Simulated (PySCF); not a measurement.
**C3H8N2SSi: electronic excitations**

What electronic excitations should C3H8N2SSi (`C#CCS[SiH](N)N`) show?

Programs: PySCF 2.14.0, with density-fitted response routines of our own. Each step states its level of theory. These are calculated values for one molecule in the gas phase, unless marked as measured. Atoms are numbered from 0 throughout.

## Step 1: Starting geometry

15 atoms, charge 0, multiplicity 1; geometry from: GFN2-xTB.

Bonds of the start (Å): C0–C1 1.20, C1–C2 1.44, C2–S3 1.84, S3–Si4 2.15, Si4–N5 1.71, Si4–N6 1.73, C0–H7 1.05, C2–H8 1.09, C2–H9 1.09, Si4–H10 1.46, N5–H11 1.00, N5–H12 1.01, N6–H13 1.01, N6–H14 1.01.

## Step 2: Excited states and response: wB97X-D/def2-SVPD

The job: settings as JSON, then the geometry in Å.

```
{"job": {"kind": "uv", "xc": "wB97X-D", "basis": "def2-SVPD", "nstates": 8, "ntriplets": 3}, "charge": 0, "multiplicity": 1}
C      3.120373     0.719489     0.124218
C      2.398316    -0.206622    -0.110180
C      1.483728    -1.271049    -0.422674
S      0.052821    -0.678656    -1.421268
Si    -1.013854     0.448487     0.068729
N     -2.041408     1.492074    -0.819755
N     -1.837722    -0.717220     1.038847
H      3.774406     1.511491     0.335685
H      1.971801    -2.024189    -1.042804
H      1.100756    -1.737282     0.486210
H     -0.063278     1.287592     0.792512
H     -2.787247     1.969532    -0.345527
H     -2.317417     1.240567    -1.753810
H     -1.423291    -1.610547     1.247471
H     -2.422397    -0.415678     1.800435
```

Method: TDDFT wB97X-D/def2-SVPD, vertical, gas phase, core orbitals frozen in the response.

Started as:

```console
> OMP_NUM_THREADS=1 python probes_run.py task.json out
```

One launch serves the whole session: the jobs run in the order shown.

Predict these results of the whole session: lowest singlet (wB97X-D/def2-SVPD); brightest single state of those computed; lowest triplet; surface potential, 1st and 99th percentile.

The runs gave:

```
                                quantity                        value
      lowest singlet (wB97X-D/def2-SVPD)  5.40 eV (230 nm), f = 0.002
brightest single state of those computed  state 7, 6.72 eV, f = 0.048
                          lowest triplet                      4.88 eV
   surface potential, 1st and 99th percentile           -1.32 V and 1.74 V
```

**Reading.** The first singlet state (HOMO→LUMO 0.81) lies at 5.40 eV and is weak; of the 8 states computed, the strongest absorption comes from states 6 to 7 together at 6.72 eV. The lowest triplet lies 0.51 eV below the lowest singlet (triplets in Tamm-Dancoff, singlets in full TDDFT).
